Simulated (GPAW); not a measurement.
# Cr2B (I4/mcm) in GPAW: reference runs

Aim: a first look at Cr2B with PBEsol, on the cell as given.

Everything below comes from runs of GPAW 26.7.0. Logs are shortened: lines on timing, memory, paths and dates and some standing lists are left out, and cuts for length are marked. The log counts tension as positive stress, the text compression.

**1. Starting point**

It takes space group I4/mcm (No. 140, tetragonal). Conventional cell: a = 5.185 Å, b = 5.185 Å, c = 4.316 Å, α = 90.00°, β = 90.00°, γ = 90.00°. Around Cr (site symmetry m2m) lie 4 B at 2.21 Å and 3 Cr at 2.45 to 2.48 Å. Around B (site symmetry 422) lie 2 B at 2.16 Å and 8 Cr at 2.21 Å.

**2. Single point, PBEsol, collinear spin, ferromagnetic start**

The input, run.py:

```python
from ase import Atoms
from ase.dft.bandgap import bandgap
from ase.io import write
from ase.units import Bohr, GPa
from gpaw import GPAW, PW, setup_paths
from gpaw.elf import elf_from_dft_calculation

setup_paths.insert(0, '.')

atoms = Atoms(['Cr', 'Cr', 'Cr', 'Cr', 'B', 'B'],
              cell=[[-2.5925, 2.5925, 2.158],
                    [2.5925, -2.5925, 2.158],
                    [2.5925, 2.5925, -2.158]],
              scaled_positions=[[0.833, 0.667, 0.5],
                                [0.333, 0.833, 0.166],
                                [0.167, 0.333, 0.5],
                                [0.667, 0.167, 0.834],
                                [0.75, 0.75, 0.0],
                                [0.25, 0.25, 0.0]],
              pbc=True)
atoms.set_initial_magnetic_moments([3.0, 3.0, 3.0, 3.0, 0.0, 0.0])

calc = GPAW(mode=PW(800),
            xc='PBEsol',
            kpts={'size': (8, 8, 8), 'gamma': True},
            occupations={'name': 'fermi-dirac', 'width': 0.05},
            nbands=35,
            convergence={'density': 1e-05, 'energy': 1e-05},
            maxiter=150,
            txt='gpaw.txt')
atoms.calc = calc
energy = atoms.get_potential_energy()
forces = atoms.get_forces()
stress = atoms.get_stress()
calc.write('gs.gpw')
write('result.traj', atoms)
print(f'Energy: {energy:.6f} eV')
print('Forces (eV/A):')
print(forces.round(4))
print('Stress (GPa):', (stress / GPa).round(3))
print('Moments:', calc.get_magnetic_moments().round(3))
print('Fermi level:', round(calc.get_fermi_level(), 4), 'eV')
print(f'Gap: {bandgap(calc)[0]:.4f} eV, direct: {bandgap(calc, direct=True)[0]:.4f} eV')

# fields on the real-space grid
write('density.cube', atoms, data=calc.get_pseudo_density() * Bohr**3)
write('potential.cube', atoms, data=calc.get_electrostatic_potential())
write('spin.cube', atoms, data=(calc.get_pseudo_density(spin=0) - calc.get_pseudo_density(spin=1)) * Bohr**3)
write('elf.cube', atoms, data=elf_from_dft_calculation(calc).data)
```

Potentials or basis: PAW data sets generated in the run's folder for this functional, pw.

The run is started by

```sh
$ gpaw-setup -f PBEsol B Cr
$ OMP_NUM_THREADS=1 python run.py
```

gpaw.txt:

```text
__  _  _
 | _ |_)|_||  |
 |__||  | ||/\| - 26.7.0

Input parameters:
  mode=PW(ecut=800.0),
  convergence={'density': 1e-05, 'energy': 1e-05},
  kpts=MonkhorstPack(size=(8, 8, 8), gamma=True),
  maxiter=150,
  nbands=35,
  occupations=Occupations(name='fermi-dirac', width=0.05),
  xc=XC(name='PBEsol')

Diagonalizing LCAO Hamiltonian
Converting LCAO to pw mode

        B  Cr

        B  Crr
            Cr

Atoms  # Å, Bohr magnetons
|   | symbol |         x |         y |        z |    initial magnetic moments |
|---|--------|-----------|-----------|----------|-----------------------------|
| 0 |     Cr |  0.865895 |  1.726605 | 2.158000 | ( 0.0000,  0.0000,  3.0000) |
| 1 |     Cr |  1.726605 | -0.865895 | 2.158000 | ( 0.0000,  0.0000,  3.0000) |
| 2 |     Cr |  1.726605 |  0.865895 | 0.000000 | ( 0.0000,  0.0000,  3.0000) |
| 3 |     Cr |  0.865895 |  3.458395 | 0.000000 | ( 0.0000,  0.0000,  3.0000) |
| 4 |      B | -0.000000 |  0.000000 | 3.237000 | ( 0.0000,  0.0000,  0.0000) |
| 5 |      B |  0.000000 |  0.000000 | 1.079000 | ( 0.0000,  0.0000,  0.0000) |

Unit cell  # Å
| periodic |         x |         y |         z |  lengths |     angles |
|----------|-----------|-----------|-----------|----------|------------|
|      yes | -2.592500 |  2.592500 |  2.158000 | 4.254301 | 104.910148 |
|      yes |  2.592500 | -2.592500 |  2.158000 | 4.254301 | 104.910148 |
|      yes |  2.592500 |  2.592500 | -2.158000 | 4.254301 | 119.038164 |

Number of symmetries: 8
Symmetry operations  # r_c * U_cc + t_c -> r_c
|   | kind |            matrix            |
|---|------|------------------------------|
| 0 |  C4  |  1, 1, 1,  0, 0,-1, -1, 0, 0 |
| 1 |  E   |  1, 0, 0,  0, 1, 0,  0, 0, 1 |
| 2 |  C2  |  0, 1, 0,  1, 0, 0, -1,-1,-1 |
| 3 |  S4  |  0, 0, 1, -1,-1,-1,  0, 1, 0 |
| 4 |  C4  |  0, 0,-1,  1, 1, 1,  0,-1, 0 |
| 5 |  σ   |  0,-1, 0, -1, 0, 0,  1, 1, 1 |
| 6 |  i   | -1, 0, 0,  0,-1, 0,  0, 0,-1 |
| 7 |  S4  | -1,-1,-1,  0, 0, 1,  1, 0, 0 |

BZ-sampling:
  Number of BZ points: 512
  Number of IBZ points: 78

  Monkhorst-Pack size: [8, 8, 8]
  Monkhorst-Pack shift: [0.0625, 0.0625, 0.0625]

K-points  # in reciprocal-cell coordinates
|     |                                coordinates |     weight |
|-----|--------------------------------------------|------------|
|   0 | (  0.00000000,   0.00000000,   0.00000000) | 0.00195312 |
|   1 | (  0.12500000,  -0.12500000,   0.00000000) | 0.00781250 |
|   2 | (  0.12500000,  -0.12500000,   0.12500000) | 0.00781250 |
|   3 | (  0.12500000,   0.00000000,   0.00000000) | 0.01562500 |
|   4 | (  0.12500000,   0.12500000,  -0.12500000) | 0.00390625 |
|   5 | (  0.25000000,  -0.25000000,  -0.12500000) | 0.00781250 |
|   6 | (  0.25000000,  -0.25000000,   0.00000000) | 0.00781250 |
|   7 | (  0.25000000,  -0.25000000,   0.12500000) | 0.00781250 |
|   8 | (  0.25000000,  -0.25000000,   0.25000000) | 0.00781250 |
|   9 | (  0.25000000,  -0.12500000,  -0.12500000) | 0.01562500 |
| ... |                                            |            |
|  77 | (  0.50000000,   0.50000000,   0.50000000) | 0.00195312 |

Plane wave coefficients: 3018
Cutoff: 800.0 eV

Spin-components: 2 (collinear spins)
Bands:           35
Projectors:      34
Spin-degeneracy: 1
Datatype:        complex128

Parallelization:
  kpt:    1
  domain: 1
  band:   1

Density:
  Valence electrons: 30.0
  Components: 2
  Grid points: [28 28 28]
  Charge: 0.0  # |e|

Potential:
  Grid points: [28 28 28]

species:
  Cr:
    name:    Chromium
    Z:       24.0
    valence: 6
    core:    18
    charge:  0.0  # [|e|]
    compensation charges:
      type: gauss
      rc: 0.35  # [Å]
      lmax: 2
    cutoffs:
      filter: 2.14  # [Å]
      core: 3.04  # [Å]
    projectors
    | kind |    occ | energy [eV] | rcut [Å] |
    |------|--------|-------------|----------|
    |   4s |  1.000 |      -4.015 |    1.164 |
    |   4p |  0.000 |      -0.955 |    1.217 |
    |   3d |  5.000 |      -2.928 |    1.111 |
    |    s |        |      23.196 |    1.164 |
    |    p |        |      26.257 |    1.217 |
    |    d |        |      24.283 |    1.111 |

    Using partial waves for Cr as LCAO basis

  B:
    name:    Boron
    Z:       5.0
    valence: 3
    core:    2
    charge:  0.0  # [|e|]
    compensation charges:
      type: gauss
      rc: 0.20  # [Å]
      lmax: 2
    cutoffs:
      filter: 1.14  # [Å]
      core: 1.42  # [Å]
    projectors
    | kind |    occ | energy [eV] | rcut [Å] |
    |------|--------|-------------|----------|
    |   2s |  2.000 |      -9.361 |    0.635 |
    |   2p |  1.000 |      -3.555 |    0.635 |
    |    s |        |      17.850 |    0.635 |
    |    p |        |      23.657 |    0.635 |
    |    d |        |       0.000 |    0.635 |

    Using partial waves for B as LCAO basis

Reference energy: -115544.211136  # eV

eigensolver:
  PPCG
  Converge bands: occupied
  niter=2

density mixing:
  MSR1-Mixer
  Pratt-step length: 0.05
  Maximum mixing coefficient: 0.75
  Old densities: 10
  SVD Regularization: 0.005
  Good broyden scale: 1.0
  Trust region scale: 1.0
  Backstep threshold: 4.0
  History deletion threshold: 6.0
  Fourier metric: weight=20.0, sigma=0.015

occupation numbers:
  Fermi-Dirac:
    width: 0.0500  # eV

poisson solver:
  ecut: 6400.0  # eV

xc functional:
  name: PBEsol with 2 nearest neighbor stencil

convergence criteria:
- Maximum integral of absolute [dens]ity change: 1e-05 electrons / valence electron
- Maximum [total energy] change in last 3 cyles: 1e-05 eV / valence electron
- Maximum integral of absolute [eigenst]ate change: 4e-08 eV^2 / valence electron
maximum number of iterations: 150

SCF iterations
|iter     | |      energy | eigst |  dens |  magmom |
|---------|-|-------------|-------|-------|---------|
|iter:   1| |  -54.792009 | +0.23 |       | +11.9847|
|iter:   2| |  -54.649081 | -1.68 | -0.45 | +11.6150|
|iter:   3| |  -55.827995 | -1.39 | -0.48 |  +7.1797|
|iter:   4| |  -56.699029 | -1.75 | -0.81 |  +3.2894|
|iter:   5| |  -56.813042 | -2.03 | -1.16 |  +0.7833|
|iter:   6| |  -56.858352 | -2.35 | -1.46 |  -0.1936|
|iter:   7| |  -56.869404 | -3.08 | -1.79 |  -0.1217|
|iter:   8| |  -56.870772 | -4.06 | -2.25 |  -0.0045|
|iter:   9| |  -56.870914 | -4.60 | -2.73 |  -0.0111|
|iter:  10| |  -56.870947c| -5.47 | -3.22 |  +0.0046|
|iter:  11| |  -56.870949c| -6.18 | -3.76 |  +0.0020|
|iter:  12| |  -56.870950c| -6.91 | -4.26 |  +0.0007|
|iter:  13| |  -56.870950c| -7.56c| -4.73 |  +0.0002|
|iter:  14| |  -56.870950c| -7.76c| -5.25c|  +0.0001|

Converged in 14 steps
Energy contributions relative to reference atoms: (reference = -115544.211136)

Energy contributions:
  Kinetic:         -70.519009
  Coulomb:          44.456139
  Zero:              0.994010
  External:          0.000000
  Xc:              -31.777794
  Entropy:          -0.048591
  Spinorbit:         0.000000
  ----------------------------
  Free energy:     -56.895245
  Extrapolated:    -56.870950

dipole moment: (-7.988228, -7.988228, 6.649508)  # |e|*Ang

Total magnetic moment: (0.000000, 0.000000, 0.000056)

Local magnetic moments
|        x |        y |        z |
|----------|----------|----------|
| 0.000000 | 0.000000 | 0.000013 |  # Cr   0
| 0.000000 | 0.000000 | 0.000013 |  # Cr   1
| 0.000000 | 0.000000 | 0.000013 |  # Cr   2
| 0.000000 | 0.000000 | 0.000013 |  # Cr   3
| 0.000000 | 0.000000 | 0.000002 |  # B    4
| 0.000000 | 0.000000 | 0.000002 |  # B    5

Fermi level: 11.081
Eigenvalues  # (at kpt = [0.000, 0.000, 0.000])
| band index |      eig [eV] | occ [0-1] |      eig [eV] | occ [0-1] |
|------------|---------------|-----------|---------------|-----------|
|          0 |        -0.181 |     1.000 |        -0.181 |     1.000 |
|        ... |               |           |               |           |
|          7 |         8.547 |     1.000 |         8.547 |     1.000 |
|          8 |         8.547 |     1.000 |         8.547 |     1.000 |
|          9 |         8.664 |     1.000 |         8.664 |     1.000 |
|         10 |         8.664 |     1.000 |         8.664 |     1.000 |
|         11 |         9.234 |     1.000 |         9.234 |     1.000 |
|         12 |        10.397 |     1.000 |        10.397 |     1.000 |
[... 8 lines left out ...]
|         21 |        13.866 |     0.000 |        13.866 |     0.000 |
|         22 |        14.626 |     0.000 |        14.626 |     0.000 |
|        ... |               |           |               |           |
|         34 |        22.808 |     0.000 |        22.818 |     0.000 |

No gap
No difference between direct/indirect transitions

Forces  # eV/Ang
|        x |        y |        z |
|----------|----------|----------|
| -0.06509 |  0.06509 | -0.00000 |  # Cr   0
|  0.06509 |  0.06509 |  0.00000 |  # Cr   1
|  0.06509 | -0.06509 |  0.00000 |  # Cr   2
| -0.06509 | -0.06509 |  0.00000 |  # Cr   3
|  0.00000 |  0.00000 |  0.00000 |  # B    4
|  0.00000 |  0.00000 | -0.00000 |  # B    5

Stress tensor  # eV/Ang^3
|        x |         y |         z |
|----------|-----------|-----------|
| 0.094377 |  0.000000 |  0.000000 |
| 0.000000 |  0.094377 | -0.000000 |
| 0.000000 | -0.000000 |  0.097460 |

# Writing to gs.gpw (mode='')
```

Wall time 8.5 min (1 thread of Arm Neoverse V1, shared host); peak memory 0.52 GiB.

What came out:

```yaml
Free_energy: -56.8952 eV
Pressure: -15.3 GPa
Largest_force: 0.092 eV/Å
Band_gap_on_the_k_mesh: none (metal or under the smearing width)
Net_moment: 0.00 μB per cell
```

Forces in eV/Å, atoms in the order of the input:
```
Cr  -0.065  0.065  0.000
Cr   0.065  0.065  0.000
Cr   0.065 -0.065  0.000
Cr  -0.065 -0.065  0.000
B    0.000  0.000  0.000
B    0.000  0.000  0.000
```

Levels at points of the mesh, in eV from the Fermi level:
Spin up:
| k point | band 12 | band 13 | band 14 | band 15 | band 16 | band 17 | band 18 | band 19 |
| --- | --- | --- | --- | --- | --- | --- | --- | --- |
| (0.00, 0.00, 0.00) | -1.85 | -0.68 | -0.48 | -0.06 | 0.23 | 0.23 | 0.62 | 1.21 |
| (0.50, 0.00, 0.50) | -1.85 | -1.11 | -1.11 | 0.19 | 0.19 | 1.08 | 1.08 | 1.28 |
| (0.50, 0.50, 0.00) | -1.51 | -0.55 | -0.47 | -0.27 | 0.20 | 0.20 | 0.49 | 1.23 |
| (0.50, 0.50, 0.50) | -1.14 | -1.14 | -1.01 | -0.53 | -0.06 | 0.28 | 0.28 | 0.96 |
Spin down:
```
           k point  band 11  band 12  band 13  band 14  band 15  band 16  band 17  band 18  band 19  band 20
(0.00, 0.00, 0.00)    -2.42    -1.85    -0.68    -0.48    -0.06     0.23     0.23     0.62     1.21     1.21
(0.50, 0.00, 0.50)    -1.85    -1.85    -1.11    -1.11     0.19     0.19     1.08     1.08     1.28     1.28
(0.50, 0.50, 0.00)    -2.06    -1.51    -0.55    -0.47    -0.27     0.20     0.20     0.49     1.23     1.67
(0.50, 0.50, 0.50)    -1.20    -1.14    -1.14    -1.01    -0.53    -0.06     0.28     0.28     0.96     1.54
```

Caveat: the starting moments collapsed, and a magnetic state may lie lower; so large a pressure means that the cell lies far from this level's equilibrium, or that cutoff or potentials fall short.
